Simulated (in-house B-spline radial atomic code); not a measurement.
# Ba⁵⁰⁺: ionisation energy by several methods

How far do functionals differ on the ionisation energy of Ba⁵⁰⁺? Each run solves Ba⁵⁰⁺ and then the next ion ([He] 2s2 2p1).

Method: scalar-relativistic (X2C), several functionals, spin-polarised; spherical all-electron atom at the radial basis limit. Code: in-house B-spline radial atomic code version 1.

### 1 The system

```
element       : barium (Z = 56)
charge        : +50
electrons     : 6
configuration : [He] 2s2 2p2
nucleus       : Fermi, rms radius 4.838 fm
```

Outer shells as boxes (Hund's rule):

[He] 2s2 2p2
```
[He] core
2s [↑↓]
2p [↑ ][↑ ][  ]
```

Where spins are not typed, each open shell is filled with up spins first.

### 2 OLYP, a GGA

The run's settings:

```ini
Z = 56
electrons = 6.0
configuration = [He] 2s2 2p2
hamiltonian = x2c
method = optx,lyp
spin_polarised = True
nucleus = fermi
rms_radius = 4.8378
mass_number = 138
atomic_mass = 137.905247059
speed_of_light = 137.035999084
```

### 3 LDA (PW92)

Changes to the settings of step 2:

```diff
@@ -4,3 +4,3 @@
 hamiltonian = x2c
-method = optx,lyp
+method = lda,pw
 spin_polarised = True
```

**Question.** The tabulated ionisation energy is 9739 ± 4 eV (tabulated theoretical; NIST Atomic Spectra Database). What does each method give, and which comes nearest?

As calculated:

| method | rung | total energy (hartree) | ΔSCF (eV) | −ε highest (eV) | ΔSCF less tabulated (eV) |
| --- | --- | --- | --- | --- | --- |
| LDA (PW92) | LDA | -4713.6086 | 9490.21 | 9367.30 (2p up) | -248.79 |
| OLYP | GGA | -4719.9706 | 9498.91 | 9377.51 (2p up) | -240.09 |

What this shows: Tables give 9739 ± 4 eV (tabulated theoretical; NIST Atomic Spectra Database) for the ionisation energy. OLYP misses by -240.09 eV, the least, and LDA (PW92) by -248.79 eV (2.6 %), the most. All methods miss on the same side by much the same amount, which points to something that they share. Relativistic terms that these runs lack can be as large as the gaps between close methods, so the nearest may be so by luck. Spin-orbit coupling is left out. Open shells are averaged (over orientations, and over spins where the run is restricted), while tables refer to the lowest levels.

Members of this set that are not shown: 1 did not converge; 4 used exact exchange with fractional occupations of an open shell, which is unsound here.
